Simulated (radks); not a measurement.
# Sc⁺ in [Ne] 3s2 3p5 3d1 4s1 4d1: an all-electron calculation

One table from this session's results is given with a row withheld; the runs are named, their logs left out.

Program: radks (a radial shooting solver on a logarithmic mesh, Libxc functionals) version 1. Level of theory: scalar-relativistic Kohn-Sham, r2SCAN, spin-polarised, spherical densities, finite nucleus; open shells are filled with parallel spins first. These are calculated values, not measurements, unless marked.

### Starting point

```
element            : scandium (Z = 21)
charge             : +1
electrons          : 20
configuration      : [Ne] 3s2 3p5 3d1 4s1 4d1
nuclear rms radius : 3.5459 fm
```

The outer shells:

Sc⁺
```
[Ne] core
3s [↑↓]
3p [↑↓][↑↓][↑ ]
3d [↑ ][  ][  ][  ][  ]
4s [↑ ]
4d [↑ ][  ][  ][  ][  ]
```

The first run:

Settings of this run:

```text
Z 21
configuration [Ne] 3s2 3p5 3d1 4s1 4d1 4p0 5s0
relativity scalar-relativistic
functional r2scan,r2scan
spin polarised
nucleus finite rms 3.5459 fm
c 137.035999084
```

Launch:

```
> python run_ks.py task.json out
```

All runs below come from this command, one after another.

Among the steps run: Self-consistent calculation.

One of the session's tables, all rows but one given; the rest of the session is left out.

It belongs to the step «Radial structure». Radial moments (bohr):

| level | <r> | outermost maximum (interpolated) | 90 % within | nodes |
| --- | --- | --- | --- | --- |
| 1s up | 0.07305 | 0.0478 | 0.130 | 0 |
| 1s down | 0.07305 | 0.0478 | 0.130 | 0 |
| 2s up | 0.3424 | 0.283 | 0.532 | 1 |
| 2s down | 0.3421 | 0.283 | 0.531 | 1 |
| 2p up | 0.3071 | 0.232 | 0.505 | 0 |
| 2p down | 0.3069 | 0.232 | 0.505 | 0 |
| 3s up | 1.054 | 0.918 | 1.57 | 2 |
| 3s down | 1.061 | 0.921 | 1.58 | 2 |
| 3p up | 1.129 | 0.954 | 1.72 | 1 |
| 3p down | 1.136 | 0.959 | 1.73 | 1 |
| 3d up | 1.404 | 1.01 | 2.34 | 0 |
| 3d down | 1.394 | 1.02 | 2.32 | 0 |
| 4s up | 3.026 | 2.68 | 4.40 | 3 |
| 4p up | 3.558 | 3.11 | 5.23 | 2 |
| 5s up | ? | ? | ? | ? |
| 4d up | 5.423 | 4.78 | 8.10 | 1 |

Q: Estimate the row for 5s up from the others.

**Answer.** <r>: 6.862; outermost maximum (interpolated): 6.51; 90 % within: 9.66; nodes: 4. In the column «<r>» it is the highest.
